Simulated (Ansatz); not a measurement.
# CH₃CdClS: basis-set convergence

One table from this session's results is given with a row withheld; the runs are named, their logs left out.

Computed with Ansatz 0.2.0, Gaussian basis. Level: one geometry, several basis sets.

The runs, in order: PBE0-D4/def2-SVP; ωB97M-V/def2-SVP; PBE0-D4/def2-QZVPP; ωB97M-V/def2-QZVPP; the functionals' def2-TZVPP values are taken from earlier runs.

### Structure used throughout

The geometry comes from an earlier relaxation with PBE0-D4 in a triple-zeta def2 set; it is a stationary point, not always the lowest conformer. Cd takes the def2 core potential; no spin-orbit term is included.

SMILES `C[S][Cd][Cl]`, 7 atoms, charge 0, spin multiplicity 1.

Atoms are counted from 1 here; the program's logs count them from 0.

Bond lengths: C1–S2 1.822 Å, C1–H5 1.089 Å, C1–H6 1.090 Å, C1–H7 1.089 Å, S2–Cd3 2.324 Å, Cd3–Cl4 2.283 Å. Angles: S2–C1–H5 112.0°, S2–C1–H6 105.8°, S2–C1–H7 112.0°, H5–C1–H6 108.4°, H5–C1–H7 110.1°, H6–C1–H7 108.4°, C1–S2–Cd3 102.8°, S2–Cd3–Cl4 179.1°.

The first run:

Input file in.yaml:

```yaml
crystal:
  periodic: [false, false, false]
  atoms:
    - {symbol: C, position_ang: [-0.240374, 1.241963, -0.133888]}
    - {symbol: S, position_ang: [0.954504, 0.342752, 0.906768]}
    - {symbol: Cd, position_ang: [0.540858, -1.879347, 0.366287]}
    - {symbol: Cl, position_ang: [0.160810, -4.072221, -0.140982]}
    - {symbol: H, position_ang: [-1.269778, 0.986830, 0.112806]}
    - {symbol: H, position_ang: [-0.086438, 2.299217, 0.084492]}
    - {symbol: H, position_ang: [-0.059591, 1.080818, -1.195482]}
basis:
  gaussian: {orbitals: def2-SVP}
hamiltonian: {xc: pbe0, dispersion: d4}
output: {orbitals: {seedname: orbitals}}
```

On the command line:

```sh
ansatz run in.yaml --threads 2 --pin off --events-out ev --progress --plain --max-ram 32768MiB --backend cpu
```

Steps of the session up to this table: PBE0-D4 in def2-SVP; ωB97M-V in def2-SVP; PBE0-D4 in def2-QZVPP; ωB97M-V in def2-QZVPP.

One of the session's tables, all rows but one given; the rest of the session is left out.

It belongs to the step «Functionals by basis». 

```
functional       basis  HOMO (eV)  LUMO (eV)
   PBE0-D4    def2-SVP      -6.84      -1.49
   PBE0-D4  def2-TZVPP      -6.98      -1.62
   PBE0-D4  def2-QZVPP      -7.00      -1.67
   ωB97M-V    def2-SVP      -8.96       0.32
   ωB97M-V  def2-TZVPP      -9.14       0.11
   ωB97M-V  def2-QZVPP          ?          ?
```

Estimate the missing values for ωB97M-V, def2-QZVPP.

**Answer.** HOMO (eV): -9.18; LUMO (eV): -0.08. In the column «HOMO (eV)» it is the lowest.
